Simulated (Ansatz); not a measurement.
# SiGeH2 (triplet): wave-function methods side by side at a displaced geometry (v2), cc-pVDZ

The task here is to estimate one member of a computed series from the others.

Computed with Ansatz 0.2.0, Gaussian basis. Level: cc-pVDZ, core rule «outside noble gas», up to 19 orbitals frozen.

The runs, in order: UHF; CCSD(T) on ROHF; CCSD(T) on UHF; BCCD(T) on ROHF; CISD; CCSDT(Q) on ROHF; CCSDT(Q) on UHF; CASSCF and MRCISD+Q, 10 electrons in 10 orbitals; CASSCF and NEVPT2, 10 electrons in 10 orbitals.

23 further runs of the same task are left out: 7 that didn't finish, 16 set aside as unsound or not needed.

### The geometry

The geometry is a PBE0/def2-TZVP stationary point (not a proven minimum) with its atoms shifted at random (size 0.100 Å). No spin-orbit coupling is included. The filled d shell of Ge may be among the frozen orbitals whatever the setting's name suggests; the logs give the count.

4 atoms, charge 0, spin multiplicity 3.

Atoms are counted from 1 here; the program's logs count them from 0.

Bond lengths: Si1–Ge2 2.323 Å, Ge2–H3 1.532 Å, Ge2–H4 1.624 Å. Angles: Si1–Ge2–H3 128.1°, Si1–Ge2–H4 124.2°, H3–Ge2–H4 106.1°.

Coordinates:

```
Si    0.11749   -0.00491    1.70193
Ge   -0.04739    0.00347   -0.61488
H     0.02923    1.20405   -1.56416
H     0.11234   -1.31723   -1.54595
```

Set-up of the first run:

in.yaml reads:

```yaml
crystal:
  periodic: [false, false, false]
  atoms:
    - {symbol: Si, position_ang: [0.117485, -0.004906, 1.701934]}
    - {symbol: Ge, position_ang: [-0.047389, 0.003467, -0.614880]}
    - {symbol: H, position_ang: [0.029232, 1.204049, -1.564163]}
    - {symbol: H, position_ang: [0.112340, -1.317231, -1.545949]}
basis:
  gaussian: {orbitals: cc-pVDZ}
magnetization: {spin_polarized: true, initial_magnetization: 2}
hamiltonian: {xc: hf}
output: {orbitals: {seedname: orbitals}}
```

On the command line:

```sh
$ ansatz run in.yaml --threads 1 --pin off --events-out ev --progress --plain --max-ram 2393MiB
```

Among the steps run: UHF; CCSD(T) on ROHF; CCSD(T) on UHF; BCCD(T) on ROHF; CISD; CCSDT(Q) on ROHF; CCSDT(Q) on UHF; CASSCF and MRCISD+Q, 10 electrons in 10 orbitals; CASSCF and NEVPT2, 10 electrons in 10 orbitals.

One of the session's tables, all rows but one given; the rest of the session is left out.

```
          method  from UCCSDT(Q) (meV)
            ROHF               +5329.8
             UHF                     ?
            RMP2               +1227.5
            UMP2               +1282.0
            CISD                +620.2
           RCCSD                +223.8
           UCCSD                +218.9
        RCCSD(T)                 +51.5
        UCCSD(T)                 +51.6
         BCCD(T)                 +51.3
          RCCSDT                 +11.5
          UCCSDT                  +9.9
       RCCSDT(Q)                  +1.7
       UCCSDT(Q)                     0
  CASSCF valence               +3482.7
  NEVPT2 valence                +927.4
  MRCISD valence                +271.5
MRCISD+Q valence                 +21.6
```

Estimate the missing values for UHF.

**Answer.** from UCCSDT(Q) (meV): +5171.3. In the column «from UCCSDT(Q) (meV)» it lies between CASSCF valence (+3482.7) and ROHF (+5329.8).

Among the levels timed on like hardware and quicker than the yardstick, those that no quicker one beats, quickest first: CISD (2.1 s, +620.2 meV); BCCD(T) (4.5 s, +51.3 meV); MRCISD+Q valence (17 s, +21.6 meV); RCCSDT(Q) (31 s, +1.7 meV).

Caveats from the session: Of the multireference levels listed MRCISD+Q valence comes nearest in total energy (+21.6 meV), which doesn't show that its space is the better one. Restricted and unrestricted rows rest on different reference determinants; where their highest levels disagree by more than a few hundredths of an eV, they describe different states and don't form one ladder.
